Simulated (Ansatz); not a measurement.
Here is an Ansatz input file for Mo, space group P6/mmm. Write the same calculation for the Python package.

```yaml
crystal:
  lattice:
    - [2.73551, 0.0, 0.0]
    - [-1.367755, 2.369021, 0.0]
    - [0.0, 0.0, 2.555181]
  atoms:
    - { symbol: Mo, position: [0.0, 0.0, 0.5] }
basis:
  ecutwfc: 550.0
kpoints:
  mp_grid:
    grid: [11, 11, 11]
hamiltonian:
  xc: r2scan
scf:
  n_extra_bands: 8
  occupations:
    method: fermi_dirac
    width: 0.1
output:
  dos:
    de: 0.1
    projected: true
```

The script, `mo.py`:
```python
# -*- coding: utf-8 -*-
"""Projected density of states of Mo."""

import ansatz as az
import numpy as np

xtal = (
    az.Lattice.of((2.73551, 0.0, 0.0), (-1.367755, 2.369021, 0.0), (0.0, 0.0, 2.555181))
    .atom("Mo", (0.0, 0.0, 0.5))
)

job = (
    xtal.calculation()
    .functional(az.Functional.R2SCAN)
    .basis(550)
    .kpoints(11)
    .occupations("Fermi-Dirac", width=0.1)
    .scf(extra_bands=8)
    .density_of_states(projected=True, energy_step=0.1)
)
outcome = job.run(threads=1, backend="cpu")
rep = outcome.report

dos = outcome.density_of_states()
energy = np.asarray(dos.energies_ev) - dos.fermi_ev
curves = {}
for site in outcome.projected_density_of_states().sites:
    for shell in site.shells:
        weight = sum(np.sum(curve.g_bin_mean_per_ev, axis=0) for curve in shell.curves)
        name = f"{site.species} {shell.label}"
        curves[name] = curves.get(name, 0) + weight

step = energy[1] - energy[0]
windows = [(-10, -5), (-5, 0), (0, 4)]
print("states by shell in windows of E - E_F (eV):", windows)
for name, g in curves.items():
    print(f"{name:8s}", " ".join(f"{step * g[(energy >= a) & (energy < b)].sum():8.3f}" for a, b in windows))
filled = (energy < 0) & (energy > -10)
for name, g in curves.items():
    if g[filled].sum() * step > 0.5:
        print(f"centre of {name}: {np.average(energy[filled], weights=g[filled]):.2f} eV")
```

```console
$ python mo.py
states by shell in windows of E - E_F (eV): [(-10, -5), (-5, 0), (0, 4)]
Mo 4S       0.014    0.021    0.005
Mo 5S       0.172    0.434    0.331
Mo 4P       0.006    0.069    0.018
Mo 4D       0.172    5.098    3.927
centre of Mo 5S: -4.08 eV
centre of Mo 4D: -2.67 eV
```

Caveats:
- The run is spin-unpolarised.
- The mesh is modest for a metal, so energies can be off by several to tens of meV an atom and pressures by half a GPa or more; differences at equal mesh fare better.
- This isn't the structure that Mo takes at ambient conditions.
- Curves are summed over the cell's atoms. Only shells that the potentials hold have channels, so projections don't add up to the total, least of all where a shell is missing (p of most metals); heights and places of peaks move with the mesh.
- The density of states is complete only as far up as bands were computed.
- A band centre counts only the states inside the window taken.
- Finished in 3 s on 1 thread of AMD EPYC 7B13 (Zen 3) (shared host), peak memory 0.41 GiB.

(Lines on the test bed's own set-up are left out of the output.)
